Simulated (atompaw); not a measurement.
# Pseudopotential generation for Pm: PAW (atompaw), PBE

Task: generate the file, and judge it by its logarithmic derivatives, its ghosts and its cutoff.

The numbers are computed with atompaw 4.2.0.5 (PBE, scalar-relativistic, spin-unpolarised reference atom).

## (1) Starting point

Typed settings, in words:

- element: promethium (Pm, Z = 61)
- type: PAW
- frozen core: [Kr] 4d10
- valence charge: 15
- reference configuration: 4f5 5s2 5p6 5d0 6s1 6p0 (charge +1)
- partial waves: 5s (bound); 6s (bound); 5p (bound); 6p (bound, empty); 5d (bound, empty); 5d channel at -0.1 Ry; 4f (bound); 4f channel at 1.05 Ry
- local potential: troulliermartins scheme with l = 4 at -0.5 Ry, radius 2.45 bohr
- core correction: smooth core density matched at 2.80 bohr
- augmentation charge: sinc compensation charge, radius 2.20 bohr; PAW radius 3.00 bohr; waves and projectors: bloechl

The outer shells as boxes (Hund's rule for the drawing; the calculation is spin-unpolarised):

```
[Kr] core
4d [↑↓][↑↓][↑↓][↑↓][↑↓]
4f [↑ ][↑ ][↑ ][↑ ][↑ ][  ][  ]
5s [↑↓]
5p [↑↓][↑↓][↑↓]
5d [  ][  ][  ][  ][  ]
6s [↑ ]
6p [  ][  ][  ]
```

An earlier all-electron run gives the scale for the radii.

All-electron outer shells of the reference configuration (PBE, scalar-relativistic, ld1.x):

```
shell  level (eV)  outermost node (bohr)  outermost maximum (bohr)
   4p     -242.68                   0.31                      0.58
   4d     -128.75                   0.29                      0.60
   5s      -47.94                   0.70                      1.29
   5p      -28.72                   0.75                      1.46
   6s       -8.31                   1.73                      3.50
   4f       -8.15                      –                      0.64
   5d       -7.27                   0.86                      2.12
   6p       -5.27                   2.06                      4.43
```

## (2) The generation run

Pm.input reads:

```
Pm 61
GGA-PBE scalarrelativistic loggrid 2001 logderivrange -6 5 276
6 6 5 4 0 0
6 0 1
6 1 0
5 2 0
4 3 5
0 0 0
c
c
c
c
v
v
c
c
c
v
v
c
c
v
v
3
3.00 2.20 2.45 2.80
n
n
y
-0.1
n
y
1.05
n
bloechl sinc
4 -0.5 troulliermartins
PWSCFOUT
UPFDX 0.0125d0 UPFXMIN -7.d0 UPFZMESH 61.d0
END
```

Started as:

```bash
$ atompaw < Pm.input > Pm.log
```

Before running it: what results should come out? Wanted: cutoffs for 10 and 1 mRy, occupied levels; bound ghosts; largest phase difference near zero energy, channels read; lowest eigenvalue of the overlap; share of valence orbitals outside the PAW sphere; UPF file.

As calculated:

| quantity | value |
| --- | --- |
| cutoffs for 10 and 1 mRy, occupied levels | 30 Ry and 40 Ry |
| bound ghosts | none found |
| largest phase difference near zero energy, channels read | 3.091 rad |
| lowest eigenvalue of the overlap (Bessel basis) | 0.011 (d) |
| share of valence orbitals outside the PAW sphere | 5s 1 %, 6s 77 %, 5p 3 %, 6p 92 %, 5d 37 %, 4f 2 % |
| UPF file | written |

**Reading.** The potential is soft on the atom at that tolerance: the looser tolerance needs 30 Ry. No bound ghost shows below the valence levels. Near zero energy the largest phase difference among the channels read is 3.09 rad, in the d channel. A step near π is an extra or missing state, not a misfit of shape. The pseudo curves have a pole with no partner nearby in the atom's: d at 0.76 Ry. At positive energy that is a spurious or a displaced resonance. All of this concerns the isolated atom, not yet a solid.
